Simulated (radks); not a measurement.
# Taking charge from the 5s level of In in fractions

The task here is to estimate one member of a computed series from the others.

Method: scalar-relativistic Kohn-Sham, PBE, spin-polarised, spherical densities, point nucleus; open shells are filled with parallel spins first. Code: radks (a radial shooting solver on a logarithmic mesh, Libxc functionals) version 1.

### What is computed

| Quantity | Value |
| --- | --- |
| element | indium (Z = 49) |
| charge | 0 |
| electrons | 49 |
| configuration | [Kr] 4d10 5s(up 1, down 1) 5p1 |

A shell typed twice in an input gives spin up, then spin down.

Set-up of the first run:

Input:

```text
Z 49
configuration [Kr] 4d10 5s1 5s1 5p1
relativity scalar-relativistic
functional pbe,pbe
spin polarised
nucleus point
c 137.035999084
```

Among the steps run: Start: [Kr] 4d10 5s(up 1, down 1) 5p1.

One table of the session follows, with a row left open; its other results are not shown here.

Sizes of the orbitals, from the radial functions (bohr):

| level | <r> | outermost maximum (interpolated) | 90 % within | nodes |
| --- | --- | --- | --- | --- |
| 4p up | 0.9220 | 0.816 | 1.36 | 2 |
| 4p down | 0.9217 | 0.816 | 1.36 | 2 |
| 4d up | 1.185 | 0.931 | 1.87 | 1 |
| 4d down | 1.180 | 0.931 | 1.86 | 1 |
| 5s up | 2.619 | 2.17 | 3.93 | 4 |
| 5s down | ? | ? | ? | ? |
| 5p up | 3.704 | 2.87 | 5.79 | 3 |
| 5p down | 3.714 | 2.84 | 5.82 | 3 |

Q: Estimate the row for 5s down from the others.

**Answer.** <r>: 2.599; outermost maximum (interpolated): 2.14; 90 % within: 3.91; nodes: 4. In the column «<r>» it lies between 4d up (1.185) and 5s up (2.619).
